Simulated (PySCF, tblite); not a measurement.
# C₅H₁₃NO₂Si: geometry, infrared bands and NMR shifts

Wanted: the infrared bands and NMR shifts of C₅H₁₃NO₂Si (`C=C[C@@H](CC)O[Si@H](N)O`), by calculation.

Computed with tblite 0.8.0 and PySCF 2.14.0, with density-fitted response routines of our own, on a single molecule in the gas phase. Atoms count from 0, in the outputs and in this text.

### 1 The starting structure

22 atoms, charge 0, multiplicity 1; geometry from: force field or distance geometry start.

Bonds of the start (Å): C0–C1 1.32, C1–C2 1.50, C2–C3 1.54, C3–C4 1.53, C2–O5 1.37, O5–Si6 1.71, Si6–N7 1.76, Si6–O8 1.72, C0–H9 1.08, C0–H10 1.09, C1–H11 1.09, C2–H12 1.08, C3–H13 1.12, C3–H14 1.09, C4–H15 1.11, C4–H16 1.11, C4–H17 1.10, Si6–H18 1.47, N7–H19 1.04, N7–H20 1.04, O8–H21 1.00.

### 2 Optimising the geometry with GFN2-xTB

What the job is given:

```
{"job": {"kind": "relax", "xc": "GFN2-xTB", "basis": "xTB"}, "charge": 0, "multiplicity": 1}
C     -2.106400    -1.626100    -0.058600
C     -1.130200    -1.006600     0.575200
C     -0.170900    -0.073500    -0.104300
C     -0.945900     1.010900    -0.874000
C     -1.770900     1.742500     0.183300
O      0.671900     0.499100     0.805600
Si     2.290400     0.094000     0.452100
N      2.419700    -0.715500    -1.101300
O      2.998000    -0.930400     1.645000
H     -2.316700    -1.492200    -1.113200
H     -2.750000    -2.288000     0.526800
H     -0.951100    -1.161400     1.644300
H      0.379500    -0.650600    -0.836300
H     -1.642600     0.455300    -1.546400
H     -0.273300     1.659800    -1.426700
H     -1.247400     1.821100     1.163100
H     -2.707700     1.181100     0.369600
H     -2.059700     2.703900    -0.265600
H      3.088200     1.324000     0.397300
H      3.008900    -1.576500    -1.067000
H      2.689700    -0.090500    -1.888400
H      2.516200    -0.861100     2.518800
```

The run is started by

```console
$ OMP_NUM_THREADS=1 python probes_run.py task.json out
```

This one command runs all jobs of the session in turn.

**Question.** This job is followed by: GFN2-xTB harmonic vibrations, gas phase; GIAO PBE0/pcSseg-1 NMR shielding, non-relativistic, gas phase. What will the session give for the following? strongest single infrared mode (GFN2-xTB); zero-point energy (GFN2-xTB); ¹³C shifts against TMS (PBE0/pcSseg-1); ¹H shifts against TMS (PBE0/pcSseg-1, means over atoms taken as alike); ¹⁷O shifts against H2O (PBE0/pcSseg-1); ²⁹Si shifts against TMS (PBE0/pcSseg-1); ¹⁵N shifts against NH3 (PBE0/pcSseg-1).

**Answer**, as computed:

```
                                                              quantity                                                           value
                             strongest single infrared mode (GFN2-xTB)                                            857 cm⁻¹, 313 km/mol
                                          zero-point energy (GFN2-xTB)                                                  111.4 kcal/mol
                                ¹³C shifts against TMS (PBE0/pcSseg-1)                               153.1, 118.8, 77.4, 37.8, 7.4 ppm
¹H shifts against TMS (PBE0/pcSseg-1, means over atoms taken as alike)  6.50, 5.35, 5.32, 4.84, 4.51, 2.02, 1.70, 1.45, 1.14, 0.70 ppm
                                ¹⁷O shifts against H2O (PBE0/pcSseg-1)                                                  74.2, 51.6 ppm
                               ²⁹Si shifts against TMS (PBE0/pcSseg-1)                                                       -49.2 ppm
                                ¹⁵N shifts against NH3 (PBE0/pcSseg-1)                                                        29.2 ppm
```

What this shows: The optimisation took 149 steps and gained 1.045 eV; among the close pairs (by a distance rule), Si6–O8 changed most, from 1.724 to 1.618 Å. No mode is imaginary among the 60: a minimum at this level. The strongest single mode, at 857 cm⁻¹, moves mainly H21. Unscaled tight-binding wavenumbers are off by several per cent, some by more. Its intensities can rank the bands wrongly. The most deshielded carbon is C1 (alkene CH), at 153.1 ppm: an sp2 carbon of a C=C bond. The most deshielded hydrogen is H11 (hydrogen on an alkene CH), at 6.50 ppm: olefinic region. At PBE0/pcSseg-1: Shielding is most anisotropic at C1 (span 234 ppm, paramagnetic term -223 ppm).
